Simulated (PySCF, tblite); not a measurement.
# C₄H₈BO₂S radical: geometry, infrared bands and EPR parameters

What infrared bands and EPR parameters should C₄H₈BO₂S radical (`C[C@H]([S])B1OCCO1`) show?

The runs use tblite 0.8.0 and PySCF 2.14.0, with density-fitted response routines of our own; the level of theory stands in each step. All values are computed, except where a source is named. Atoms count from 0, in the outputs and in this text.

### 1 The molecule as given

16 atoms, charge 0, multiplicity 2; geometry from: force field or distance geometry start.

Bonds of the start (Å): C0–C1 1.52, C1–S2 1.80, C1–B3 1.60, B3–O4 1.45, O4–C5 1.41, C5–C6 1.54, C6–O7 1.41, O7–B3 1.45, C0–H8 1.11, C0–H9 1.11, C0–H10 1.12, C1–H11 1.11, C5–H12 1.11, C5–H13 1.12, C6–H14 1.11, C6–H15 1.12.

### 2 Optimising the geometry with GFN2-xTB

The job: settings as JSON, then the geometry in Å.

```
{"job": {"kind": "relax", "xc": "GFN2-xTB", "basis": "xTB"}, "charge": 0, "multiplicity": 2}
C      1.651200     0.497400    -0.791300
C      1.561200     0.059600     0.659700
S      2.653600    -1.341000     0.943300
B      0.072700    -0.331500     1.084400
O     -0.539000    -1.506400     0.483000
C     -1.549900    -0.905500    -0.292200
C     -1.764500     0.524500     0.235700
O     -0.875700     0.739700     1.308600
H      2.690900     0.782600    -1.041700
H      1.319800    -0.319200    -1.467300
H      0.991200     1.384800    -0.960700
H      1.901200     0.886000     1.321400
H     -2.484000    -1.498200    -0.184900
H     -1.240600    -0.886800    -1.364000
H     -1.584100     1.280900    -0.559300
H     -2.811800     0.642000     0.613700
```

Run with:

```console
> OMP_NUM_THREADS=1 python probes_run.py task.json out
```

One launch serves the whole session: the jobs run in the order shown.

**Question.** This job is followed by: GFN2-xTB harmonic vibrations, gas phase; UKS B3LYP, pcH-1 on B C H O S, non-relativistic, mean-field spin-orbit, GIAO. What will the session give for the following? strongest single infrared mode (GFN2-xTB); zero-point energy (GFN2-xTB); g(iso) (B3LYP); ⟨S²⟩; largest a(iso) (averaged by class); surface potential, 1st and 99th percentile; property runs in this session.

**Answer**, as computed:

```
                                 quantity                                            value
strongest single infrared mode (GFN2-xTB)                            1162 cm⁻¹, 227 km/mol
             zero-point energy (GFN2-xTB)                                    76.8 kcal/mol
                           g(iso) (B3LYP)                                          2.19551
                                     ⟨S²⟩                               0.753 (exact 0.75)
       largest a(iso) (averaged by class)                              1H on H11, 85.0 MHz
    surface potential, 1st and 99th percentile                               -1.26 V and 1.24 V
            property runs in this session  1, of which 0 failed and 1 gave unsound results
```

In words: The optimisation took 136 steps and gained 1.328 eV; among the close pairs (by a distance rule), B3–O4 changed most, from 1.455 to 1.361 Å. All 42 modes are real, so the xTB geometry is a minimum. The strongest single mode, at 1162 cm⁻¹, is spread over many atoms; the largest shares are those of B3, H11. GFN2-xTB is a fitted tight-binding method: band positions and strengths are rough. Its intensities can rank the bands wrongly. Most of the unpaired spin sits on S2 (0.95 e). The isotropic g lies 193.2 ppt above the free-electron value. These values are not to be trusted: the run shows a large g shift, which the driver flags as unsure.
